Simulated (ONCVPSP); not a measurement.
# Pseudopotential generation for cobalt: ONCV, LDA (Perdew-Wang 92)

Task: generate the file, and judge it by its errors in other configurations, its logarithmic derivatives, its ghosts and its cutoff.

Method: ONCVPSP 4.0.1.1 (patched build), LDA (Perdew-Wang 92), scalar-relativistic.

## 1. Settings

The settings as typed:

```json
{
  "element": "cobalt (Co, Z = 27)",
  "type": "optimised norm-conserving Vanderbilt (ONCV)",
  "frozen core": "[Ne]",
  "valence charge": "17",
  "reference configuration": "3s2 3p6 3d7 4s2",
  "partial waves": "3s+4s: rc 1.10 bohr, ncon 5, nbas 8, qcut 10.1 1/bohr, 2 projectors; 3p: rc 1.10 bohr, ncon 4, nbas 8, qcut 14.5 1/bohr, 2 projectors, debl 2.5 Ha; 3d: rc 1.50 bohr, ncon 4, nbas 9, qcut 10.1 1/bohr, 1 projector",
  "local potential": "polynomial inside 1.00 bohr (lpopt 5, dvloc0 4 Ha)",
  "core correction": "Teter function, fcfact 2.5, rcfact 1.5"
}
```

The outer shells as boxes (Hund's rule for the drawing; the calculation is spin-unpolarised):

```
[Ne] core
3s [↑↓]
3p [↑↓][↑↓][↑↓]
3d [↑↓][↑↓][↑ ][↑ ][↑ ]
4s [↑↓]
```

## 2. Generation

Co.dat reads:

```
# ATOM AND REFERENCE CONFIGURATION
# atsym  z   nc   nv     iexc    psfile
  Co 27.00    3    4  -001012      upf
#
#   n    l    f
    1    0    2.00
    2    0    2.00
    2    1    6.00
    3    0    2.00
    3    1    6.00
    3    2    7.00
    4    0    2.00
#
# PSEUDOPOTENTIAL AND OPTIMIZATION
# lmax
    2
#
#   l,   rc,      ep,       ncon, nbas, qcut
    0    1.10    0.00    5    8   10.10
    1    1.10    0.00    4    8   14.50
    2    1.50    0.00    4    9   10.10
#
# LOCAL POTENTIAL
# lloc, lpopt,  rc(5),   dvloc0
    4    5    1.00    4.00
#
# VANDERBILT-KLEINMAN-BYLANDER PROJECTORs
# l, nproj, debl
    0    2    1.30
    1    2    2.50
    2    1    2.30
#
# MODEL CORE CHARGE
# icmod, fcfact, rcfact
    3    2.50    1.50
#
# LOG DERIVATIVE ANALYSIS
# epsh1, epsh2, depsh
   -5.00    5.00    0.04
#
# OUTPUT GRID
# rlmax, drl
    6.00    0.01
#
# TEST CONFIGURATIONS
# ncnf
    4
# nvcnf
#   n    l    f
    4
    3    0    2.00
    3    1    6.00
    3    2    7.00
    4    0    1.00
#
    4
    3    0    2.00
    3    1    6.00
    3    2    7.00
    4    0    0.00
#
    4
    3    0    2.00
    3    1    6.00
    3    2    6.00
    4    0    0.00
#
    4
    3    0    2.00
    3    1    6.00
    3    2    7.50
    4    0    1.50
#
```

The run is started by

```
$ oncvpsp.x < Co.dat > Co.out
```

What does the calculation give? Wanted: cutoffs for 1 and 0.1 mHa per electron, occupied waves; bound ghosts; GHOST(+) flags; largest miss of a reference level; largest test error; largest phase difference near zero energy, channels read; rms error of d²Exc/dn², without and with the model core.

**Answer**, as computed:

| quantity | value |
| --- | --- |
| cutoffs for 1 and 0.1 mHa per electron, occupied waves | 47 Ha and 116 Ha |
| bound ghosts | none found |
| GHOST(+) flags | p at 264 eV |
| largest miss of a reference level | 61 meV (3p) |
| largest test error (AE − PS) | -14 meV, for 3s2 3p6 3d6 4s0 |
| largest phase difference near zero energy, channels read | 0.010 rad |
| rms error of d²Exc/dn², without and with the model core | 2.34 and 0.66 mHa |

In words: Already in the reference configuration the 3p level is off by 61 meV. The worst unpolarised test, 3s2 3p6 3d6 4s0, is off by 14 meV on 62.6 eV; by total energies transferability rates as good. It counts as hard, with 47 Ha needed at the looser tolerance. The program's ghost test flags no bound state. Near zero energy the phases of the channels with partial waves agree within 0.010 rad. The program also flags highly localised states, GHOST(+) (p). All of this concerns the isolated atom, not yet a solid.
